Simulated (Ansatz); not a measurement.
# BH4LiSSi: the cost of one run

Program: Ansatz 0.2.0. Level of theory: RKS PBE-D4/def2-SVP. These are calculated values, not measurements.

### Step 1. The structure to begin with

Bond lengths: Li1–Si2 2.472 Å, Si2–S3 2.270 Å, S3–B4 1.716 Å, Si2–H5 1.484 Å, Si2–H6 1.478 Å, B4–H7 1.210 Å, B4–H8 1.169 Å. Angles: Li1–Si2–S3 84.6°, Li1–Si2–H5 128.9°, Li1–Si2–H6 132.8°, S3–Si2–H5 96.8°, S3–Si2–H6 94.0°, H5–Si2–H6 98.1°, Si2–S3–B4 106.5°, S3–B4–H7 119.8°, S3–B4–H8 120.5°, H7–B4–H8 119.6°.

Structure file:

```xyz
8

Li   -1.3937   -1.0786    1.0874
Si   -0.3460    1.1588    1.0192
S     1.1778    0.1697   -0.3411
B     0.3757   -1.1490   -1.0918
H    -0.6548    2.3066    0.1314
H     0.6763    1.8147    1.8608
H    -0.7749   -1.3925   -0.8088
H     0.9396   -1.8297   -1.8570
```

### Step 2. Relaxing the start

Input file input.yaml:

```yaml
crystal:
  periodic: [false, false, false]
  atoms:
    - { symbol: Li, position_ang: [-1.39368, -1.07858, 1.08736] }
    - { symbol: Si, position_ang: [-0.34599, 1.15884, 1.01921] }
    - { symbol: S, position_ang: [1.17779, 0.16972, -0.34114] }
    - { symbol: B, position_ang: [0.37574, -1.14901, -1.09185] }
    - { symbol: H, position_ang: [-0.6548, 2.30659, 0.13137] }
    - { symbol: H, position_ang: [0.67627, 1.81471, 1.86077] }
    - { symbol: H, position_ang: [-0.77491, -1.39255, -0.80876] }
    - { symbol: H, position_ang: [0.93957, -1.82972, -1.85696] }
basis:
  gaussian: { orbitals: def2-SVP }
hamiltonian:
  xc: pbe
  dispersion: d4
relax:
  f_tol: 0.02
  max_steps: 40
```

Command:

```bash
$ ansatz run input.yaml --threads 1 --pin off --max-ram 2048MiB --backend cpu --events-out ev --progress --plain --runs-dir out
```

What time and memory should one allow on 1 thread of Arm Neoverse N1, shared host?

About 83 s, with a peak of 0.15 GiB.
